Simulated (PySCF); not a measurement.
# Be: excitation energies in aug-cc-pV5Z, part 2 of 2

Wanted: the excitation energy of beryllium, up a ladder of methods.

PySCF 2.14.0; aug-cc-pV5Z, no relativity, point nucleus. The scripts are equivalent inputs of a driver's runs.

## (3) Be [He] 2s1 2p1, s spin flipped

UHF:

input.py

```python
from pyscf import gto, scf, dft, mp, cc
import basis_set_exchange as bse
mol = gto.M(atom="Be 0 0 0", charge=0, spin=0, symmetry="D2h",
            basis=gto.basis.parse(bse.get_basis("aug-cc-pV5Z", elements=["Be"], fmt="nwchem")))
mf = scf.UHF(mol)
mf.irrep_nelec = {'Ag': (1, 2), 'B2u': (1, 0)}
mf.kernel()
```

Standard output:

```text
damping factor = 0
level_shift factor = 0
DIIS = <class 'pyscf.scf.diis.CDIIS'>
diis_start_cycle = 1
diis_space = 10
diis_damp = 0
SCF conv_tol = 1e-09
SCF conv_tol_grad = None
number electrons alpha = 2  beta = 2
cycle= 1 E= -14.4451949921378  delta_E= -0.000978  |g|= 0.00891  |ddm|= 0.0326
cycle= 2 E= -14.4453227106685  delta_E= -0.000128  |g|= 0.00334  |ddm|= 0.013
cycle= 3 E= -14.44534710238  delta_E= -2.44e-05  |g|= 0.000442  |ddm|= 0.00963
cycle= 4 E= -14.4453480253432  delta_E= -9.23e-07  |g|= 0.000207  |ddm|= 0.00382
cycle= 5 E= -14.4453482986932  delta_E= -2.73e-07  |g|= 5.26e-05  |ddm|= 0.00343
cycle= 6 E= -14.4453483126717  delta_E= -1.4e-08  |g|= 4.62e-06  |ddm|= 0.000934
cycle= 7 E= -14.4453483127401  delta_E= -6.84e-11  |g|= 4.72e-07  |ddm|= 3.65e-05
converged SCF energy = -14.4453483127401  <S^2> = 1.0000297  2S+1 = 2.2360945
```

It used 28 s of CPU time after the integrals (shared host).

Orbital energies by shell (radii are means over both spins):

```csv
shell,electrons,mean orbital energy (eV),spread (eV),rms radius (bohr)
1s β,1,-130.67,0,0.483
1s α,1,-129.89,0,0.483
2s β,1,-9.531,0,2.75
2p α,1,-4.780,0,3.75
```

⟨S²⟩ = 1.000, ⟨L²⟩ = 2.01.

Spin-orbit constants on these orbitals (cm⁻¹; bare nucleus, screened nucleus, mean field): 2p 5.550, 2.775, 1.733.

With the s spin flipped the determinant is a mixture of two multiplicities, not a spectroscopic state.

LDA:

Changes to input.py:

```diff
@@ -4,3 +4,3 @@
             basis=gto.basis.parse(bse.get_basis("aug-cc-pV5Z", elements=["Be"], fmt="nwchem")))
-mf = scf.UHF(mol)
+mf = dft.UKS(mol, xc="LDA,VWN")
 mf.irrep_nelec = {'Ag': (1, 2), 'B2u': (1, 0)}
```

Standard output:

```text
damping factor = 0
level_shift factor = 0
DIIS = <class 'pyscf.scf.diis.CDIIS'>
diis_start_cycle = 1
diis_space = 10
diis_damp = 0
SCF conv_tol = 1e-09
SCF conv_tol_grad = None
number electrons alpha = 2  beta = 2
XC functionals = LDA,VWN
    P. A. M. Dirac.,  Math. Proc. Cambridge Philos. Soc. 26, 376 (1930)
    F. Bloch.,  Z. Phys. 57, 545 (1929)
    S. H. Vosko, L. Wilk, and M. Nusair.,  Can. J. Phys. 58, 1200 (1980)
cycle= 1 E= -14.3261407916099  delta_E= -0.00528  |g|= 0.0229  |ddm|= 0.758
cycle= 2 E= -14.3262607149714  delta_E= -0.00012  |g|= 0.00303  |ddm|= 0.105
cycle= 3 E= -14.3262714724017  delta_E= -1.08e-05  |g|= 0.000926  |ddm|= 0.0372
cycle= 4 E= -14.3262726037288  delta_E= -1.13e-06  |g|= 9.39e-05  |ddm|= 0.00843
cycle= 5 E= -14.3262726219936  delta_E= -1.83e-08  |g|= 2.22e-06  |ddm|= 0.000872
cycle= 6 E= -14.326272622008  delta_E= -1.44e-11  |g|= 1.67e-07  |ddm|= 2.3e-05
converged SCF energy = -14.326272622008  <S^2> = 1.0000049  2S+1 = 2.2360723
```

It used 0.81 s of CPU time after the integrals (shared host).

PBE:

Changes to input.py:

```diff
@@ -4,3 +4,3 @@
             basis=gto.basis.parse(bse.get_basis("aug-cc-pV5Z", elements=["Be"], fmt="nwchem")))
-mf = dft.UKS(mol, xc="LDA,VWN")
+mf = dft.UKS(mol, xc="PBE")
 mf.irrep_nelec = {'Ag': (1, 2), 'B2u': (1, 0)}
```

Standard output:

```text
damping factor = 0
level_shift factor = 0
DIIS = <class 'pyscf.scf.diis.CDIIS'>
diis_start_cycle = 1
diis_space = 10
diis_damp = 0
SCF conv_tol = 1e-09
SCF conv_tol_grad = None
number electrons alpha = 2  beta = 2
XC functionals = PBE
    J. P. Perdew, K. Burke, and M. Ernzerhof.,  Phys. Rev. Lett. 77, 3865 (1996)
    J. P. Perdew, K. Burke, and M. Ernzerhof.,  Phys. Rev. Lett. 78, 1396 (1997)
    J. P. Perdew, K. Burke, and M. Ernzerhof.,  Phys. Rev. Lett. 77, 3865 (1996)
    J. P. Perdew, K. Burke, and M. Ernzerhof.,  Phys. Rev. Lett. 78, 1396 (1997)
cycle= 1 E= -14.5118660816854  delta_E= -0.00406  |g|= 0.0115  |ddm|= 1.22
cycle= 2 E= -14.512011810766  delta_E= -0.000146  |g|= 0.00314  |ddm|= 0.102
cycle= 3 E= -14.5120302236671  delta_E= -1.84e-05  |g|= 0.00106  |ddm|= 0.0431
cycle= 4 E= -14.5120315558666  delta_E= -1.33e-06  |g|= 0.000134  |ddm|= 0.00715
cycle= 5 E= -14.5120315827842  delta_E= -2.69e-08  |g|= 4.51e-06  |ddm|= 0.000673
cycle= 6 E= -14.512031582825  delta_E= -4.08e-11  |g|= 3.94e-07  |ddm|= 3.65e-05
converged SCF energy = -14.512031582825  <S^2> = 1.0000049  2S+1 = 2.2360724
```

It used 1 s of CPU time after the integrals (shared host).

PBE0:

Changes to input.py:

```diff
@@ -4,3 +4,3 @@
             basis=gto.basis.parse(bse.get_basis("aug-cc-pV5Z", elements=["Be"], fmt="nwchem")))
-mf = dft.UKS(mol, xc="PBE")
+mf = dft.UKS(mol, xc="PBE0")
 mf.irrep_nelec = {'Ag': (1, 2), 'B2u': (1, 0)}
```

Standard output:

```text
damping factor = 0
level_shift factor = 0
DIIS = <class 'pyscf.scf.diis.CDIIS'>
diis_start_cycle = 1
diis_space = 10
diis_damp = 0
SCF conv_tol = 1e-09
SCF conv_tol_grad = None
number electrons alpha = 2  beta = 2
XC functionals = PBE0
    C. Adamo and V. Barone.,  J. Chem. Phys. 110, 6158 (1999)
    M. Ernzerhof and G. E. Scuseria.,  J. Chem. Phys. 110, 5029 (1999)
cycle= 1 E= -14.5140133403619  delta_E= -0.00272  |g|= 0.00891  |ddm|= 0.815
cycle= 2 E= -14.5141324822655  delta_E= -0.000119  |g|= 0.00214  |ddm|= 0.0495
cycle= 3 E= -14.5141456363892  delta_E= -1.32e-05  |g|= 0.000427  |ddm|= 0.018
cycle= 4 E= -14.5141461744764  delta_E= -5.38e-07  |g|= 7.14e-05  |ddm|= 0.00329
cycle= 5 E= -14.514146188371  delta_E= -1.39e-08  |g|= 1.48e-05  |ddm|= 0.000771
cycle= 6 E= -14.5141461890263  delta_E= -6.55e-10  |g|= 9.03e-07  |ddm|= 0.000153
converged SCF energy = -14.5141461890263  <S^2> = 1.0000077  2S+1 = 2.2360749
```

CPU time 2.4 s on a shared host, the integrals not counted.

r2SCAN:

Changes to input.py:

```diff
@@ -4,3 +4,3 @@
             basis=gto.basis.parse(bse.get_basis("aug-cc-pV5Z", elements=["Be"], fmt="nwchem")))
-mf = dft.UKS(mol, xc="PBE0")
+mf = dft.UKS(mol, xc="R2SCAN")
 mf.irrep_nelec = {'Ag': (1, 2), 'B2u': (1, 0)}
```

Standard output:

```text
damping factor = 0
level_shift factor = 0
DIIS = <class 'pyscf.scf.diis.CDIIS'>
diis_start_cycle = 1
diis_space = 10
diis_damp = 0
SCF conv_tol = 1e-09
SCF conv_tol_grad = None
number electrons alpha = 2  beta = 2
XC functionals = R2SCAN
    J. W. Furness, A. D. Kaplan, J. Ning, J. P. Perdew, and J. Sun.,  J. Phys. Chem. Lett. 11, 8208-8215 (2020)
    J. W. Furness, A. D. Kaplan, J. Ning, J. P. Perdew, and J. Sun.,  J. Phys. Chem. Lett. 11, 9248-9248 (2020)
    J. W. Furness, A. D. Kaplan, J. Ning, J. P. Perdew, and J. Sun.,  J. Phys. Chem. Lett. 11, 8208-8215 (2020)
    J. W. Furness, A. D. Kaplan, J. Ning, J. P. Perdew, and J. Sun.,  J. Phys. Chem. Lett. 11, 9248-9248 (2020)
cycle= 1 E= -14.5346292808486  delta_E= -0.00314  |g|= 0.0104  |ddm|= 0.749
cycle= 2 E= -14.5347983440157  delta_E= -0.000169  |g|= 0.0026  |ddm|= 0.0501
cycle= 3 E= -14.534816283517  delta_E= -1.79e-05  |g|= 0.00066  |ddm|= 0.0252
cycle= 4 E= -14.5348170704611  delta_E= -7.87e-07  |g|= 0.000108  |ddm|= 0.00336
cycle= 5 E= -14.5348171090277  delta_E= -3.86e-08  |g|= 1.61e-05  |ddm|= 0.00122
cycle= 6 E= -14.5348171097951  delta_E= -7.67e-10  |g|= 1.81e-06  |ddm|= 0.000173
converged SCF energy = -14.5348171097951  <S^2> = 1.000032  2S+1 = 2.2360966
```

It used 1.9 s of CPU time after the integrals (shared host).

LC-wPBE:

Changes to input.py:

```diff
@@ -4,3 +4,3 @@
             basis=gto.basis.parse(bse.get_basis("aug-cc-pV5Z", elements=["Be"], fmt="nwchem")))
-mf = dft.UKS(mol, xc="R2SCAN")
+mf = dft.UKS(mol, xc="LC_WPBE")
 mf.irrep_nelec = {'Ag': (1, 2), 'B2u': (1, 0)}
```

Standard output:

```text
damping factor = 0
level_shift factor = 0
DIIS = <class 'pyscf.scf.diis.CDIIS'>
diis_start_cycle = 1
diis_space = 10
diis_damp = 0
SCF conv_tol = 1e-09
SCF conv_tol_grad = None
number electrons alpha = 2  beta = 2
XC functionals = LC_WPBE
    O. A. Vydrov and G. E. Scuseria.,  J. Chem. Phys. 125, 234109 (2006)
cycle= 1 E= -14.5107347274769  delta_E= -0.00342  |g|= 0.0136  |ddm|=  1.1
cycle= 2 E= -14.5110858399125  delta_E= -0.000351  |g|= 0.00556  |ddm|= 0.108
cycle= 3 E= -14.5112016659368  delta_E= -0.000116  |g|= 0.00217  |ddm|= 0.0498
cycle= 4 E= -14.5112252000691  delta_E= -2.35e-05  |g|= 0.000546  |ddm|= 0.028
cycle= 5 E= -14.5112265568487  delta_E= -1.36e-06  |g|= 9.45e-05  |ddm|= 0.00729
cycle= 6 E= -14.511226582382  delta_E= -2.55e-08  |g|= 1.36e-05  |ddm|= 0.00114
cycle= 7 E= -14.5112265827737  delta_E= -3.92e-10  |g|= 1.36e-06  |ddm|= 9.97e-05
converged SCF energy = -14.5112265827737  <S^2> = 1.0000066  2S+1 = 2.2360738
```

It used 6 s of CPU time after the integrals (shared host).

B97-3:

Changes to input.py:

```diff
@@ -4,3 +4,3 @@
             basis=gto.basis.parse(bse.get_basis("aug-cc-pV5Z", elements=["Be"], fmt="nwchem")))
-mf = dft.UKS(mol, xc="LC_WPBE")
+mf = dft.UKS(mol, xc="HYB_GGA_XC_B97_3")
 mf.irrep_nelec = {'Ag': (1, 2), 'B2u': (1, 0)}
```

Standard output:

```text
damping factor = 0
level_shift factor = 0
DIIS = <class 'pyscf.scf.diis.CDIIS'>
diis_start_cycle = 1
diis_space = 10
diis_damp = 0
SCF conv_tol = 1e-09
SCF conv_tol_grad = None
number electrons alpha = 2  beta = 2
XC functionals = HYB_GGA_XC_B97_3
    T. W. Keal and D. J. Tozer.,  J. Chem. Phys. 123, 121103 (2005)
cycle= 1 E= -14.5364292094859  delta_E= -0.00305  |g|= 0.0099  |ddm|= 0.923
cycle= 2 E= -14.5365880255242  delta_E= -0.000159  |g|= 0.00252  |ddm|= 0.078
cycle= 3 E= -14.5366091210441  delta_E= -2.11e-05  |g|= 0.000771  |ddm|= 0.0274
cycle= 4 E= -14.5366109883383  delta_E= -1.87e-06  |g|= 0.00014  |ddm|= 0.00735
cycle= 5 E= -14.5366110548993  delta_E= -6.66e-08  |g|= 2.06e-05  |ddm|= 0.00173
cycle= 6 E= -14.5366110561753  delta_E= -1.28e-09  |g|= 2.38e-06  |ddm|= 0.000181
cycle= 7 E= -14.5366110561906  delta_E= -1.53e-11  |g|= 1.79e-07  |ddm|= 2.38e-05
converged SCF energy = -14.5366110561906  <S^2> = 1.0000101  2S+1 = 2.236077
```

It used 2.8 s of CPU time after the integrals (shared host).

HSE06:

Changes to input.py:

```diff
@@ -4,3 +4,3 @@
             basis=gto.basis.parse(bse.get_basis("aug-cc-pV5Z", elements=["Be"], fmt="nwchem")))
-mf = dft.UKS(mol, xc="HYB_GGA_XC_B97_3")
+mf = dft.UKS(mol, xc="HSE06")
 mf.irrep_nelec = {'Ag': (1, 2), 'B2u': (1, 0)}
```

Standard output:

```text
damping factor = 0
level_shift factor = 0
DIIS = <class 'pyscf.scf.diis.CDIIS'>
diis_start_cycle = 1
diis_space = 10
diis_damp = 0
SCF conv_tol = 1e-09
SCF conv_tol_grad = None
number electrons alpha = 2  beta = 2
XC functionals = HSE06
    J. Heyd, G. E. Scuseria, and M. Ernzerhof.,  J. Chem. Phys. 118, 8207 (2003)
    J. Heyd, G. E. Scuseria, and M. Ernzerhof.,  J. Chem. Phys. 124, 219906 (2006)
    A. V. Krukau, O. A. Vydrov, A. F. Izmaylov, and G. E. Scuseria.,  J. Chem. Phys. 125, 224106 (2006)
cycle= 1 E= -14.5168163700409  delta_E= -0.00277  |g|= 0.00893  |ddm|= 0.847
cycle= 2 E= -14.5169189779075  delta_E= -0.000103  |g|= 0.00178  |ddm|= 0.05
cycle= 3 E= -14.5169265355543  delta_E= -7.56e-06  |g|= 0.000565  |ddm|= 0.0194
cycle= 4 E= -14.5169270177553  delta_E= -4.82e-07  |g|= 7.39e-05  |ddm|= 0.00286
cycle= 5 E= -14.5169270328236  delta_E= -1.51e-08  |g|= 9.92e-06  |ddm|= 0.00073
cycle= 6 E= -14.5169270330881  delta_E= -2.64e-10  |g|= 6.86e-07  |ddm|= 0.000113
converged SCF energy = -14.5169270330881  <S^2> = 1.0000082  2S+1 = 2.2360754
```

CPU time 6.5 s on a shared host, the integrals not counted.

MP2 (valence):

Changes to input.py:

```diff
@@ -4,4 +4,5 @@
             basis=gto.basis.parse(bse.get_basis("aug-cc-pV5Z", elements=["Be"], fmt="nwchem")))
-mf = dft.UKS(mol, xc="HSE06")
+mf = scf.UHF(mol)
 mf.irrep_nelec = {'Ag': (1, 2), 'B2u': (1, 0)}
 mf.kernel()
+mp.UMP2(mf, frozen=1).kernel()
```

This step left no log, only its results.

CPU time 0.98 s on a shared host, the integrals not counted.

With 2 electrons correlated, the MP2 correlation energy is -0.02404 hartree (0.00000 same spin, -0.02404 opposite spin); the SCS form gives -0.02884. Largest pairs of shells: 2s-2p -0.0240, 2s-2s 0.0000, 2p-2p 0.0000.

Radial density 4πr²ρ of Be at UHF:

```csv
r (bohr),density,spin density
0.00548,0.0126,0.000
0.00922,0.0346,-0.001
0.0155,0.0932,-0.002
0.0261,0.242,-0.006
0.0439,0.595,-0.014
0.0738,1.33,-0.031
0.124,2.54,-0.057
0.209,3.75,-0.073
0.351,3.64,-0.037
0.591,1.83,0.039
0.994,0.524,-0.007
1.67,0.624,-0.168
2.81,0.568,-0.052
4.73,0.174,0.073
7.96,0.0144,0.013
13.4,0.000103,0.000
```

## (4) How the shells move

Highest occupied Hartree-Fock shell of each state: Be [He] 2s1 2p1 2p α at -6.691 eV; Be [He] 2s1 2p1, s spin flipped 2p α at -4.780 eV.

## (5) Differences of total energies

Excitation energy: Be [He] 2s2 (1S) → Be [He] 2s1 2p1 (3P).

```csv
method,value (eV),error (eV)
UHF,1.614,-1.111
LDA,2.400,-0.325
PBE,2.299,-0.426
PBE0,2.281,-0.444
r2SCAN,2.125,-0.600
LC-wPBE,2.230,-0.495
B97-3,2.430,-0.296
HSE06,2.277,-0.448
MP2 (valence),2.350,-0.376
SCS-MP2 (valence),2.566,-0.159
```

Reference: 2.725 eV (measured; NIST levels, between the centres of gravity of the two terms). Errors of the correlated levels include the incompleteness of this basis.

Excitation energy: Be [He] 2s2 (1S) → Be [He] 2s1 2p1, s spin flipped.

```csv
method,value (eV)
UHF,3.474
LDA,3.289
PBE,3.203
PBE0,3.330
r2SCAN,3.104
LC-wPBE,3.525
B97-3,3.520
HSE06,3.318
MP2 (valence),3.635
SCS-MP2 (valence),3.667
```

The upper determinant mixes two multiplicities, so it lies between the two terms.

The differences also use runs on Be [He] 2s2 (1S), which are not shown here.

## (6) Outcome

The summary covers parts 1 to 2.

```
                                            quantity                                               value
                excitation energy, Be → [He] 2s1 2p1  UHF 1.614, MP2 (valence) 2.350 eV; reference 2.725
excitation energy, Be → [He] 2s1 2p1, s spin flipped                   UHF 3.474, MP2 (valence) 3.635 eV
```

Each level's miss (mean over 1 difference):

```csv
method,mean absolute miss against the measured value (with the measured fine structure taken into account where it is known) (eV)
UHF,1.111
LDA,0.325
PBE,0.426
PBE0,0.444
r2SCAN,0.600
LC-wPBE,0.495
B97-3,0.296
HSE06,0.448
MP2 (valence),0.376
SCS-MP2 (valence),0.159
```

SCS-MP2 (valence) lands nearest to the measured value (off by 0.16 eV); UHF misses by most (1.11 eV). PBE is off by -0.43 eV. The basis is finite, and no extrapolation was made.
